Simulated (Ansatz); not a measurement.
# ClGeH5O2Si: how energies converge with the basis set

One table from this session's results is given with a row withheld; the runs are named, their logs left out.

The runs use Ansatz 0.2.0, Gaussian basis; one geometry, several basis sets.

Levels to be run: PBE0-D4/def2-SVP; ωB97M-V/def2-SVP; PBE0-D4/def2-QZVPP; ωB97M-V/def2-QZVPP; the functionals' def2-TZVPP values are taken from earlier runs.

### The relaxed structure

An earlier PBE0-D4 in a triple-zeta def2 set relaxation fixed the geometry.

SMILES `[OH][GeH2][SiH](O)Cl`, 10 atoms, charge 0, spin multiplicity 1.

Atoms are counted from 1 here; the program's logs count them from 0.

Bond lengths: O1–Ge2 1.807 Å, O1–H6 0.959 Å, Ge2–Si3 2.387 Å, Ge2–H7 1.541 Å, Ge2–H8 1.543 Å, Si3–O4 1.632 Å, Si3–Cl5 2.059 Å, Si3–H9 1.478 Å, O4–H10 0.967 Å. Angles: Ge2–O1–H6 114.9°, O1–Ge2–Si3 94.0°, O1–Ge2–H7 109.0°, O1–Ge2–H8 108.8°, Si3–Ge2–H7 117.0°, Si3–Ge2–H8 117.5°, H7–Ge2–H8 109.0°, Ge2–Si3–O4 102.8°, Ge2–Si3–Cl5 108.9°, Ge2–Si3–H9 117.7°, O4–Si3–Cl5 112.3°, O4–Si3–H9 109.1°, Cl5–Si3–H9 106.1°, Si3–O4–H10 113.5°.

Set-up of the first run:

in.yaml reads:

```yaml
crystal:
  periodic: [false, false, false]
  atoms:
    - {symbol: O, position_ang: [-0.565654, 0.576937, -1.560314]}
    - {symbol: Ge, position_ang: [0.558013, -0.641289, -0.840891]}
    - {symbol: Si, position_ang: [-0.012239, -0.085732, 1.409073]}
    - {symbol: O, position_ang: [-1.346906, 0.836428, 1.227146]}
    - {symbol: Cl, position_ang: [1.547605, 0.958489, 2.254150]}
    - {symbol: H, position_ang: [-0.491102, 0.684394, -2.510197]}
    - {symbol: H, position_ang: [1.996555, -0.327437, -1.295228]}
    - {symbol: H, position_ang: [0.164241, -2.044171, -1.349852]}
    - {symbol: H, position_ang: [-0.313359, -1.196240, 2.336149]}
    - {symbol: H, position_ang: [-1.453954, 1.187322, 0.332864]}
basis:
  gaussian: {orbitals: def2-SVP}
hamiltonian: {xc: pbe0, dispersion: d4}
output: {orbitals: {seedname: orbitals}}
```

Steps of the session up to this table: PBE0-D4 in def2-SVP; ωB97M-V in def2-SVP; PBE0-D4 in def2-QZVPP; ωB97M-V in def2-QZVPP.

One table of the session follows, with a row left open; its other results are not shown here.

It belongs to the step «Functionals by basis». 

```
functional       basis  HOMO (eV)
   PBE0-D4    def2-SVP      -7.93
   PBE0-D4  def2-TZVPP      -8.05
   PBE0-D4  def2-QZVPP      -8.08
   ωB97M-V    def2-SVP      -9.96
   ωB97M-V  def2-TZVPP     -10.12
   ωB97M-V  def2-QZVPP          ?
```

Estimate the missing values for ωB97M-V, def2-QZVPP.

The run gave: HOMO (eV): -10.15. In the column «HOMO (eV)» it is the lowest.
